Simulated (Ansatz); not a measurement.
Geometry optimisation, DFT PBE, scalar-relativistic, plane waves, PAW (Ansatz 0.2.0).

Input:

```yaml
crystal:
  lattice:
    - [0.0, 3.897, 3.897]
    - [3.897, 0.0, 3.897]
    - [3.897, 3.897, 0.0]
  atoms:
    - { symbol: Mg, position: [0.0, 0.0, 0.0] }
    - { symbol: O, position: [0.25, 0.25, 0.25] }
    - { symbol: Mg, position: [0.0, 0.0, 0.5] }
    - { symbol: O, position: [0.25, 0.25, 0.75] }
    - { symbol: Mg, position: [0.0, 0.5, 0.0] }
    - { symbol: O, position: [0.25, 0.75, 0.25] }
    - { symbol: Mg, position: [0.0, 0.5, 0.5] }
    - { symbol: O, position: [0.25, 0.75, 0.75] }
    - { symbol: Mg, position: [0.5, 0.0, 0.0] }
    - { symbol: O, position: [0.75, 0.25, 0.25] }
    - { symbol: Mg, position: [0.5, 0.0, 0.5] }
    - { symbol: O, position: [0.75, 0.25, 0.75] }
    - { symbol: Mg, position: [0.5, 0.5, 0.0] }
    - { symbol: O, position: [0.75, 0.75, 0.25] }
    - { symbol: Mg, position: [0.5, 0.5, 0.5] }
    - { symbol: O, position: [0.75, 0.75, 0.75] }
    - { symbol: H, position: [0.36826324, 0.37848434, 0.36672493] }
total_charge: 1
basis:
  ecutwfc: 420.0
kpoints:
  mp_grid: { grid: [3, 3, 3] }
hamiltonian:
  xc: pbe
  pseudopotentials: { kind: paw, azcp: { folder: soft_1 } }
scf:
  occupations: { method: gaussian, width: 0.02 }
  lower_state_search: "off"
relax:
  f_tol: 0.03
  max_steps: 60
  adjacent_minimum: "off"
```

Launched with:

```bash
$ ansatz run input.yaml --threads 2 --pin off --max-ram 5120MiB --backend cpu --events-out ev --progress --plain --runs-dir out
```

**Question.** Where does it end, and by what steps?

**Answer.** The forces met the threshold. The force dipped under the threshold on the way, but the program's further checks kept it going. Limits of this set-up: a small cell, in which the defect meets its images, charged cell in a uniform background, uncorrected. After 9 steps the energy has fallen by 1.604 eV; H17 moved furthest, 0.57 Å. Parted: Mg15–H17 (1.74 → 2.32 Å). Joined: O2–H17 (1.64 → 0.99 Å).

```
step  energy less start (eV)  largest force component (eV/Å)  accepted
   0                  0.0000                           2.198       yes
   1                 -0.5272                           1.133       yes
   2                 -0.7377                           0.225       yes
   3                 -0.7458                           0.286       yes
   4                 -0.8200                           0.639       yes
   5                 -1.1307                           1.213       yes
   6                 -1.2756                           2.727       yes
   7                 -1.5984                           0.186       yes
   8                 -1.6041                           0.019       yes
   9                 -1.6041                           0.019       yes
```

```xyz
17
Lattice="0.0000 3.8970 3.8970 3.8970 0.0000 3.8970 3.8970 3.8970 0.0000" Properties=species:S:1:pos:R:3
Mg 0.010 0.007 0.010
O 1.997 1.994 1.997
Mg 1.974 1.972 0.009
O 3.899 3.897 1.961
Mg 1.974 0.006 1.974
O 3.899 1.959 3.899
Mg 4.029 1.930 1.932
O 5.854 3.913 3.915
Mg 0.009 1.972 1.974
O 1.961 3.897 3.899
Mg 1.932 4.027 1.932
O 3.915 5.852 3.915
Mg 1.932 1.930 4.030
O 3.915 3.913 5.855
Mg 3.907 3.904 3.907
O 5.897 5.895 5.897
H 2.566 2.563 2.566
```

Whether the end is a true minimum wasn't checked by a vibrational analysis.

Run time: 44 s on 2 threads of Arm Neoverse V2, on a shared host, peak memory 0.44 GiB.
